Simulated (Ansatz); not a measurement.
# CH6BNSi: molecular dynamics

Purpose: to follow the molecule's vibrations and see whether its bonds hold. The start is relaxed first. Runs: 600 steps of 0.25 fs at constant energy, with velocities drawn for 200 K. SMILES of the start: B=[SiH]CN.

All numbers below are computed with Ansatz 0.2.0 (RKS PBE/6-31G).

### 1 Starting point

Bond lengths: B1–Si2 1.814 Å, Si2–C3 1.913 Å, C3–N4 1.457 Å, B1–H5 1.154 Å, Si2–H6 1.470 Å, C3–H7 1.094 Å, C3–H8 1.104 Å, N4–H9 1.016 Å, N4–H10 1.014 Å. Angles: B1–Si2–C3 120.4°, B1–Si2–H6 133.5°, C3–Si2–H6 105.5°, Si2–B1–H5 161.7°, Si2–C3–N4 108.7°, Si2–C3–H7 110.0°, Si2–C3–H8 111.4°, N4–C3–H7 107.2°, N4–C3–H8 112.9°, H7–C3–H8 106.6°, C3–N4–H9 111.0°, C3–N4–H10 110.2°, H9–N4–H10 107.5°.

As a file:

```xyz
10

B    -1.4795    1.3572   -1.1105
Si   -1.2854    0.1647    0.2429
C     0.3660   -0.7704    0.4801
N     1.3725   -0.1652   -0.3821
H    -1.4721    2.3412   -1.7129
H    -2.2234   -0.4485    1.1944
H     0.2541   -1.8117    0.1640
H     0.6678   -0.7936    1.5414
H     2.2539   -0.6665   -0.3194
H     1.5459    0.7928   -0.0980
```

### 2 Preparing the start

input.yaml reads:

```yaml
crystal:
  periodic: [false, false, false]
  atoms:
    - { symbol: B, position_ang: [-1.47951, 1.35719, -1.11046] }
    - { symbol: Si, position_ang: [-1.28536, 0.16472, 0.24293] }
    - { symbol: C, position_ang: [0.366, -0.77041, 0.48014] }
    - { symbol: "N", position_ang: [1.37254, -0.16519, -0.38212] }
    - { symbol: H, position_ang: [-1.47205, 2.34124, -1.71293] }
    - { symbol: H, position_ang: [-2.2234, -0.44854, 1.19437] }
    - { symbol: H, position_ang: [0.25414, -1.81172, 0.16404] }
    - { symbol: H, position_ang: [0.66781, -0.79358, 1.54144] }
    - { symbol: H, position_ang: [2.25393, -0.66649, -0.31939] }
    - { symbol: H, position_ang: [1.54591, 0.79279, -0.09801] }
basis:
  gaussian: { orbitals: "6-31G" }
hamiltonian:
  xc: pbe
relax:
  f_tol: 0.02
  max_steps: 40
```

Launch:

```bash
> ansatz run input.yaml --threads 1 --pin off --max-ram 2048MiB --backend cpu --events-out ev --progress --plain --runs-dir out
```

What it wrote (excerpt; [...] marks lines left out):

```text
Warning: RAYON_NUM_THREADS=1 ignored (pool sized by the plan → 1); use --threads N
[...]
Functional definition: PBE
[...]
765 factors; integrals over basis functions are off by at most 2.0e-4 eV
[...]
mean field -11164.34043773 eV, -410.2819436247 hartree, gradient 2.8e-5 eV, S^2 0.000000; 2 other end points of the search recorded, 0 dependent functions left out
[...]
reference -11164.34046881 eV, -410.2819447671 hartree; 19, 19 occupied and 33, 33 virtual orbitals, 765 factors
relax step   1: F+E_penalty+E_count = -11164.34043773 eV  Δ(F+E_penalty+E_count) = +0.000e0 eV  max|allowed force component| = 8.792e-1 eV/Å  Δτ_max = 0.0000 Å  (54 SCF iters, accepted)
[...]
relax step   3: F+E_penalty+E_count = -11164.61687558 eV  Δ(F+E_penalty+E_count) = -4.906e-2 eV  max|allowed force component| = 6.750e-1 eV/Å  Δτ_max = 0.1472 Å  (28 SCF iters, accepted)
[...]
relax step   5: F+E_penalty+E_count = -11164.78137864 eV  Δ(F+E_penalty+E_count) = -1.103e-1 eV  max|allowed force component| = 4.661e-1 eV/Å  Δτ_max = 0.1952 Å  (28 SCF iters, accepted)
[...]
relax step   7: F+E_penalty+E_count = -11165.25159205 eV  Δ(F+E_penalty+E_count) = -2.923e-1 eV  max|allowed force component| = 8.220e-1 eV/Å  Δτ_max = 0.1956 Å  (28 SCF iters, accepted)
[...]
relax step   9: F+E_penalty+E_count = -11165.82393179 eV  Δ(F+E_penalty+E_count) = -2.285e-1 eV  max|allowed force component| = 1.081e0 eV/Å  Δτ_max = 0.1938 Å  (28 SCF iters, accepted)
[...]
relax step  10: F+E_penalty+E_count = -11165.85705598 eV  Δ(F+E_penalty+E_count) = -3.312e-2 eV  max|allowed force component| = 1.903e0 eV/Å  Δτ_max = 0.1947 Å  (27 SCF iters, accepted)
[...]
relax step  11: F+E_penalty+E_count = -11165.98837009 eV  Δ(F+E_penalty+E_count) = -1.313e-1 eV  max|allowed force component| = 4.800e-1 eV/Å  Δτ_max = 0.1999 Å  (28 SCF iters, accepted)
[...]
765 factors; integrals over basis functions are off by at most 1.9e-4 eV
[...]
```

### 3 The output, continued: start relaxed

The log, continued (excerpt; [...] marks lines left out):

```text
mean field -11165.97788024 eV, -410.3421185270 hartree, gradient 1.9e-5 eV, S^2 0.000000; 0 other end points of the search recorded, 0 dependent functions left out
[...]
reference -11165.97791134 eV, -410.3421196700 hartree; 19, 19 occupied and 33, 33 virtual orbitals, 765 factors
relax step  12: F+E_penalty+E_count = -11165.97788024 eV  Δ(F+E_penalty+E_count) = +1.049e-2 eV  max|allowed force component| = 5.136e-1 eV/Å  Δτ_max = 0.0974 Å  (27 SCF iters, rejected (line search))
[...]
relax step  18: F+E_penalty+E_count = -11166.03243028 eV  Δ(F+E_penalty+E_count) = -1.681e-4 eV  max|allowed force component| = 4.972e-2 eV/Å  Δτ_max = 0.0122 Å  (27 SCF iters, accepted)
[...]
relax step  19: F+E_penalty+E_count = -11166.03292220 eV  Δ(F+E_penalty+E_count) = -4.919e-4 eV  max|allowed force component| = 1.874e-2 eV/Å  Δτ_max = 0.0230 Å  (25 SCF iters, accepted)
[...]
Atom 0 at    -0.550845     1.038542    -0.776593 Å, force    -0.009664     0.005265     0.003397 eV/Å
Atom 1 at    -1.439796     0.142349     0.624179 Å, force     0.015793    -0.012400    -0.002458 eV/Å
Atom 2 at     0.305909    -0.799568     0.639621 Å, force    -0.007659     0.018743     0.001835 eV/Å
Atom 3 at     0.828886     0.218825    -0.422372 Å, force    -0.010147    -0.000689    -0.005040 eV/Å
Atom 4 at    -0.499495     1.920966    -1.587485 Å, force     0.005770    -0.004116    -0.000434 eV/Å
Atom 5 at    -2.733540    -0.498346     1.066535 Å, force    -0.001570     0.003743     0.001075 eV/Å
Atom 6 at     0.365078    -1.815135     0.216693 Å, force     0.002184     0.000559    -0.001776 eV/Å
Atom 7 at     0.934431    -0.740732     1.543130 Å, force     0.000414    -0.007568     0.004863 eV/Å
Atom 8 at     1.195342    -0.272279    -1.254200 Å, force     0.007556    -0.000171    -0.001965 eV/Å
Atom 9 at     1.594039     0.805388    -0.049500 Å, force    -0.002676    -0.003368     0.000504 eV/Å
Dipole moment:     0.977533    -0.353651    -0.134500 e Å
```

Wall time 32 s (1 thread of Intel Xeon 6975P-C (Granite Rapids), shared host); peak memory 0.18 GiB.

Step by step:

| step | energy from step 1 (eV) | largest force component (eV/Å) |
| --- | --- | --- |
| 1 | 0.0000 | 0.8792 |
| 2 | -0.2274 | 0.3415 |
| 3 | -0.2764 | 0.6750 |
| 4 | -0.3307 | 0.5882 |
| 5 | -0.4409 | 0.4661 |
| 6 | -0.6188 | 0.4885 |
| 7 | -0.9112 | 0.8220 |
| 8 | -1.2550 | 1.1159 |
| 9 | -1.4835 | 1.0808 |
| 10 | -1.5166 | 1.9033 |
| 11 | -1.6479 | 0.4800 |
| 12x | -1.6374 | 0.5136 |
| 13 | -1.6819 | 0.1630 |
| 14 | -1.6857 | 0.0952 |
| 15 | -1.6878 | 0.0810 |
| 16 | -1.6908 | 0.0633 |
| 17 | -1.6918 | 0.0395 |
| 18 | -1.6920 | 0.0497 |
| 19 | -1.6925 | 0.0187 |

Step 1 is the start. 1 step was tried and not accepted (marked x).

After: Bond lengths: B1–Si2 1.886 Å, Si2–C3 1.984 Å, B1–N4 1.643 Å, C3–N4 1.562 Å, B1–H5 1.200 Å, Si2–H6 1.510 Å, C3–H7 1.102 Å, C3–H8 1.102 Å, N4–H9 1.033 Å, N4–H10 1.034 Å. Angles (14 of 18 angles, heavy atoms first): B1–Si2–C3 79.4°, Si2–B1–N4 89.9°, Si2–C3–N4 88.8°, B1–N4–C3 101.0°, B1–Si2–H6 145.4°, C3–Si2–H6 123.4°, Si2–B1–H5 150.7°, N4–B1–H5 118.5°, Si2–C3–H7 118.8°, Si2–C3–H8 118.9°, N4–C3–H7 108.8°, N4–C3–H8 109.4°, B1–N4–H9 111.2°, B1–N4–H10 114.6°.

Pairs that crossed the distance rule for bonds on the way: came closer B1–N4.

### 4 The run

600 steps of 0.25 fs at constant energy, with velocities drawn for 200 K, from the relaxed start. H is given a mass of 2.014 u.

input.yaml reads:

```yaml
crystal:
  periodic: [false, false, false]
  atoms:
    - { symbol: B, position_ang: [-0.550845, 1.038542, -0.776593] }
    - { symbol: Si, position_ang: [-1.439796, 0.142349, 0.624179] }
    - { symbol: C, position_ang: [0.305909, -0.799568, 0.639621] }
    - { symbol: "N", position_ang: [0.828886, 0.218825, -0.422372] }
    - { symbol: H, position_ang: [-0.499495, 1.920966, -1.587485] }
    - { symbol: H, position_ang: [-2.73354, -0.498346, 1.066535] }
    - { symbol: H, position_ang: [0.365078, -1.815135, 0.216693] }
    - { symbol: H, position_ang: [0.934431, -0.740732, 1.54313] }
    - { symbol: H, position_ang: [1.195342, -0.272279, -1.2542] }
    - { symbol: H, position_ang: [1.594039, 0.805388, -0.0495] }
basis:
  gaussian: { orbitals: "6-31G" }
hamiltonian:
  xc: pbe
md:
  timestep: 0.25
  n_steps: 600
  ensemble: nve
  temperature: 200.0
  initial_velocities: maxwell_boltzmann
  seed: 613731
  masses: [{ species: H, mass: 2.014 }]
```

Launch:

```bash
> ansatz run input.yaml --threads 1 --pin off --max-ram 2048MiB --backend cpu --events-out ev --progress --plain --runs-dir out
```

What it wrote (excerpt; [...] marks lines left out):

```text
Warning: RAYON_NUM_THREADS=1 ignored (pool sized by the plan → 1); use --threads N
[...]
Functional definition: PBE
[...]
764 factors; integrals over basis functions are off by at most 1.9e-4 eV
[...]
mean field -11166.03289293 eV, -410.3441402062 hartree, gradient 1.7e-5 eV, S^2 0.000000; 0 other end points of the search recorded, 0 dependent functions left out
[...]
reference -11166.03292363 eV, -410.3441413344 hartree; 19, 19 occupied and 33, 33 virtual orbitals, 764 factors
md step     0: t =     0.00 fs  T =   200.0 K  F+E_penalty+E_count = -11166.03289293 eV  E_kin = 0.206816 eV  conserved = -11165.82607693 eV  (25 SCF iters)
[...]
md step    20: t =     5.00 fs  T =    90.5 K  F+E_penalty+E_count = -11165.91954664 eV  E_kin = 0.093593 eV  conserved = -11165.82595404 eV  (22 SCF iters)
[...]
md step    40: t =    10.00 fs  T =    42.9 K  F+E_penalty+E_count = -11165.87030577 eV  E_kin = 0.044373 eV  conserved = -11165.82593314 eV  (20 SCF iters)
[...]
md step    60: t =    15.00 fs  T =   109.2 K  F+E_penalty+E_count = -11165.93892860 eV  E_kin = 0.112925 eV  conserved = -11165.82600320 eV  (23 SCF iters)
[...]
md step    79: t =    19.75 fs  T =   117.9 K  F+E_penalty+E_count = -11165.94794521 eV  E_kin = 0.121954 eV  conserved = -11165.82599079 eV  (22 SCF iters)
md step    80: t =    20.00 fs  T =   116.7 K  F+E_penalty+E_count = -11165.94671944 eV  E_kin = 0.120728 eV  conserved = -11165.82599151 eV  (23 SCF iters)
```

### 5 More of the same log: dynamics from the start

The log, continued (excerpt; [...] marks lines left out):

```text
md step    81: t =    20.25 fs  T =   115.3 K  F+E_penalty+E_count = -11165.94523633 eV  E_kin = 0.119245 eV  conserved = -11165.82599181 eV  (23 SCF iters)
[...]
md step   107: t =    26.75 fs  T =    90.2 K  F+E_penalty+E_count = -11165.91923347 eV  E_kin = 0.093256 eV  conserved = -11165.82597749 eV  (23 SCF iters)
[...]
md step   133: t =    33.25 fs  T =   134.3 K  F+E_penalty+E_count = -11165.96492409 eV  E_kin = 0.138916 eV  conserved = -11165.82600766 eV  (22 SCF iters)
[...]
md step   159: t =    39.75 fs  T =    72.4 K  F+E_penalty+E_count = -11165.90085035 eV  E_kin = 0.074895 eV  conserved = -11165.82595522 eV  (22 SCF iters)
[...]
md step   184: t =    46.00 fs  T =   103.1 K  F+E_penalty+E_count = -11165.93263295 eV  E_kin = 0.106642 eV  conserved = -11165.82599133 eV  (22 SCF iters)
md step   185: t =    46.25 fs  T =   102.8 K  F+E_penalty+E_count = -11165.93230198 eV  E_kin = 0.106315 eV  conserved = -11165.82598699 eV  (22 SCF iters)
```

### 6 More of the same log: dynamics from the start

Output, continued (excerpt; [...] marks lines left out):

```text
md step   186: t =    46.50 fs  T =   102.4 K  F+E_penalty+E_count = -11165.93182523 eV  E_kin = 0.105843 eV  conserved = -11165.82598192 eV  (23 SCF iters)
[...]
md step   207: t =    51.75 fs  T =   127.0 K  F+E_penalty+E_count = -11165.95735650 eV  E_kin = 0.131342 eV  conserved = -11165.82601434 eV  (22 SCF iters)
[...]
md step   228: t =    57.00 fs  T =    62.5 K  F+E_penalty+E_count = -11165.89050741 eV  E_kin = 0.064579 eV  conserved = -11165.82592818 eV  (23 SCF iters)
[...]
md step   249: t =    62.25 fs  T =    91.5 K  F+E_penalty+E_count = -11165.92059473 eV  E_kin = 0.094626 eV  conserved = -11165.82596832 eV  (23 SCF iters)
[...]
md step   599: t =   149.75 fs  T =    87.4 K  F+E_penalty+E_count = -11165.91629857 eV  E_kin = 0.090375 eV  conserved = -11165.82592390 eV  (22 SCF iters)
[...]
Atom 0 at    -0.569359     1.016227    -0.796373 Å, force     0.016043    -0.421052     0.805443 eV/Å
Atom 1 at    -1.423393     0.145015     0.621036 Å, force    -0.129608     0.218670     0.050322 eV/Å
Atom 2 at     0.297143    -0.786832     0.626442 Å, force     0.279520    -1.577169     0.125500 eV/Å
Atom 3 at     0.832860     0.210242    -0.396074 Å, force     0.193701     1.343964    -0.193027 eV/Å
Atom 4 at    -0.550937     1.885613    -1.568149 Å, force     0.151879     0.632222    -0.708881 eV/Å
Atom 5 at    -2.710036    -0.433778     1.083834 Å, force    -0.355335    -0.232055     0.158969 eV/Å
Atom 6 at     0.331001    -1.832579     0.198101 Å, force    -0.051579     0.788212     0.182858 eV/Å
Atom 7 at     0.943083    -0.802539     1.524617 Å, force    -0.087383     0.167623    -0.034013 eV/Å
Atom 8 at     1.171150    -0.191970    -1.278272 Å, force     0.425133    -0.336318     0.106335 eV/Å
Atom 9 at     1.566875     0.841449     0.020745 Å, force    -0.442371    -0.584098    -0.493507 eV/Å
Dipole moment:     0.965064    -0.321577    -0.132102 e Å
```

Wall time 14 min (1 thread of Intel Xeon 6975P-C (Granite Rapids), shared host); peak memory 0.13 GiB.

### 7 What the atoms did

One step in 24; energies are changes from step 0:

| time (fs) | T (K) | potential energy change (meV/atom) | total energy change (meV/atom) |
| --- | --- | --- | --- |
| 0.0 | 200 | 0.0 | 0.00 |
| 6.0 | 84 | 12.0 | 0.01 |
| 12.0 | 57 | 14.8 | 0.01 |
| 18.0 | 121 | 8.2 | 0.01 |
| 24.0 | 83 | 12.1 | 0.01 |
| 30.0 | 109 | 9.5 | 0.01 |
| 36.0 | 110 | 9.3 | 0.01 |
| 42.0 | 82 | 12.3 | 0.01 |
| 48.0 | 101 | 10.2 | 0.01 |
| 54.0 | 104 | 10.0 | 0.01 |
| 60.0 | 90 | 11.4 | 0.01 |
| 66.0 | 128 | 7.5 | 0.01 |
| 72.0 | 87 | 11.7 | 0.01 |
| 78.0 | 89 | 11.5 | 0.01 |
| 84.0 | 126 | 7.6 | 0.01 |
| 90.0 | 87 | 11.7 | 0.01 |
| 96.0 | 78 | 12.6 | 0.01 |
| 102.0 | 117 | 8.5 | 0.01 |
| 108.0 | 94 | 10.9 | 0.01 |
| 114.0 | 97 | 10.6 | 0.01 |
| 120.0 | 140 | 6.2 | 0.01 |
| 126.0 | 68 | 13.7 | 0.01 |
| 132.0 | 80 | 12.4 | 0.01 |
| 138.0 | 137 | 6.5 | 0.01 |
| 144.0 | 82 | 12.2 | 0.01 |
| 150.0 | 93 | 11.1 | 0.01 |

time (fs), T (K) and a bar:
```
      0.0        200 ##############################
      6.5         81 ##
     13.0         76 #
     19.5        119 ###########
     26.0         86 ###
     32.5        132 ##############
     39.2         73 
     45.8        103 #######
     52.2        126 ############
     58.8         76 #
     65.2        115 ##########
     71.8         89 ####
     78.2         88 ####
     84.8        133 ##############
     91.2         83 ##
     97.8         89 ####
    104.2        106 ########
    110.8         86 ###
    117.5        120 ###########
    124.0         87 ###
    130.5         76 #
    137.0        137 ###############
    143.5         79 ##
    150.0         93 #####
```

Maxima of the velocity power spectrum (cm⁻¹, relative height; resolution about 440 cm⁻¹): 950 (100), 1500 (12), 2110 (31).

### 8 Frames from the trajectory

Positions (Å) and forces (eV/Å):

```xyz
10
time_fs=18.8 T=121 dE=0.0822
B    -0.556    1.032   -0.791    0.008    0.431   -0.240
Si   -1.429    0.143    0.633    0.097    0.199   -0.210
C     0.306   -0.810    0.637   -0.713    0.203   -0.637
N     0.798    0.220   -0.437    0.644   -0.226    0.662
H    -0.407    1.967   -1.563   -0.255   -0.341    0.244
H    -2.709   -0.510    1.009   -0.388   -0.190    0.139
H     0.385   -1.847    0.299   -0.002   -0.116   -0.414
H     0.898   -0.701    1.525    0.647    0.168    0.849
H     1.229   -0.229   -1.253   -0.056   -0.303   -0.296
H     1.546    0.796   -0.012    0.017    0.174   -0.097
10
time_fs=37.5 T=87 dE=0.1169
B    -0.564    1.032   -0.784    0.182    0.512   -0.379
Si   -1.447    0.148    0.632    0.576    0.152   -0.095
C     0.303   -0.795    0.647    0.418    0.370    0.150
N     0.859    0.203   -0.410   -0.665    0.207   -1.296
H    -0.549    1.982   -1.583    0.149   -0.739    0.501
H    -2.716   -0.527    0.990   -0.445   -0.231    0.129
H     0.386   -1.764    0.149   -0.111   -0.525    0.272
H     0.942   -0.757    1.555   -0.217   -0.118   -0.206
H     1.164   -0.343   -1.261   -0.009    0.663    0.728
H     1.610    0.848   -0.121    0.122   -0.291    0.196
10
time_fs=56.2 T=66 dE=0.1385
B    -0.535    1.021   -0.753   -0.231    1.014   -1.034
Si   -1.450    0.147    0.634    0.393    0.030    0.134
C     0.316   -0.791    0.632   -0.029   -0.267    0.854
N     0.832    0.243   -0.444    0.364   -0.674    1.473
H    -0.530    1.874   -1.649    0.016   -0.468    0.619
H    -2.731   -0.549    0.982   -0.152   -0.076    0.057
H     0.276   -1.838    0.265    0.323    0.388   -0.259
H     0.978   -0.758    1.555   -0.512    0.086   -0.819
H     1.184   -0.239   -1.265    0.180   -0.390   -0.699
H     1.658    0.717   -0.014   -0.352    0.357   -0.324
10
time_fs=75.0 T=87 dE=0.1167
B    -0.558    1.048   -0.784    0.042   -0.028   -0.439
Si   -1.430    0.149    0.641   -0.503   -0.037   -0.060
C     0.290   -0.798    0.628    0.655   -0.786   -0.120
N     0.825    0.194   -0.402   -0.488    0.713   -1.353
H    -0.442    1.902   -1.663   -0.130   -0.377    0.553
H    -2.738   -0.554    0.994    0.177    0.157   -0.035
H     0.434   -1.811    0.169   -0.399    0.369    0.406
H     0.918   -0.741    1.528   -0.003   -0.085    0.168
H     1.196   -0.251   -1.262   -0.083   -0.093    0.270
H     1.516    0.869   -0.096    0.733    0.167    0.609
10
time_fs=93.8 T=82 dE=0.1226
B    -0.576    0.998   -0.820    0.270    0.551    0.144
Si   -1.428    0.155    0.635   -0.530   -0.366    0.228
C     0.315   -0.829    0.646   -0.937    0.953   -0.770
N     0.824    0.255   -0.433    0.760   -1.262    0.786
H    -0.513    1.974   -1.522   -0.051   -0.193   -0.119
H    -2.771   -0.504    1.031    0.458    0.152   -0.136
H     0.318   -1.821    0.195    0.213   -0.273   -0.130
H     0.905   -0.771    1.550    0.521   -0.017    0.428
H     1.247   -0.291   -1.213   -0.158    0.331   -0.028
H     1.616    0.783    0.010   -0.545    0.124   -0.404
10
time_fs=112.5 T=93 dE=0.1109
B    -0.550    1.022   -0.778   -0.209   -0.353    0.100
Si   -1.441    0.153    0.631   -0.310   -0.176    0.236
C     0.296   -0.784    0.618    0.476   -0.120    0.719
N     0.854    0.193   -0.411   -0.805    1.379   -0.142
H    -0.560    1.876   -1.596    0.193    0.283   -0.309
H    -2.749   -0.521    1.071    0.351    0.201   -0.102
H     0.330   -1.781    0.216   -0.146   -0.852   -0.589
H     0.976   -0.813    1.486   -0.169    0.248    0.236
H     1.247   -0.211   -1.260    0.279   -0.409   -0.221
H     1.512    0.873   -0.013    0.341   -0.201    0.072
10
time_fs=131.2 T=78 dE=0.1268
B    -0.547    1.048   -0.792   -0.091   -0.879    0.751
Si   -1.444    0.145    0.638    0.337    0.076   -0.341
C     0.308   -0.830    0.632   -0.195    0.484   -0.253
N     0.821    0.260   -0.416    0.315   -1.477   -0.122
H    -0.450    1.787   -1.693   -0.179    0.706   -0.465
H    -2.728   -0.503    1.122    0.051    0.075   -0.092
H     0.350   -1.817    0.105    0.087    0.445    0.559
H     0.912   -0.775    1.565   -0.050   -0.278   -0.454
H     1.240   -0.274   -1.214   -0.397    0.319    0.039
H     1.615    0.789   -0.046    0.123    0.530    0.377
10
time_fs=150.0 T=93 dE=0.1108
B    -0.569    1.016   -0.796    0.016   -0.421    0.805
Si   -1.423    0.145    0.621   -0.130    0.219    0.050
C     0.297   -0.787    0.626    0.280   -1.577    0.126
N     0.833    0.210   -0.396    0.194    1.344   -0.193
H    -0.551    1.886   -1.568    0.152    0.632   -0.709
H    -2.710   -0.434    1.084   -0.355   -0.232    0.159
H     0.331   -1.833    0.198   -0.052    0.788    0.183
H     0.943   -0.802    1.525   -0.087    0.168   -0.034
H     1.171   -0.192   -1.278    0.425   -0.336    0.106
H     1.567    0.841    0.021   -0.442   -0.584   -0.493
```

### 9 Summary of results

| quantity | value |
| --- | --- |
| relaxation of the start | 17 moves, 1.692 eV lower |
| length | 600 steps of 0.25 fs |
| temperature, first and last step | 200 and 93 K |
| temperature, second half | mean 98 K, from 67 to 140 K |
| potential energy, second half | +11 meV/atom from the start |
| largest change of the total energy | 0.02 meV/atom |
| bonds formed or broken | 0 |

The temperature starts at 200 K and averages 98 K in the second half, where it ranges from 67 to 140 K. About half is expected from a start at a minimum: kinetic energy passes into potential energy until both shares match. The total energy strays from its start by at most 0.02 meV/atom, 0.2 % of the mean kinetic energy, so a step of 0.25 fs is short enough over this time. The bonding pattern survives the run. Averages from a run of 150 fs with 10 atoms are rough. The nuclei move classically, without zero-point motion, which matters most for hydrogen. In so small a basis the energies are only a sketch.
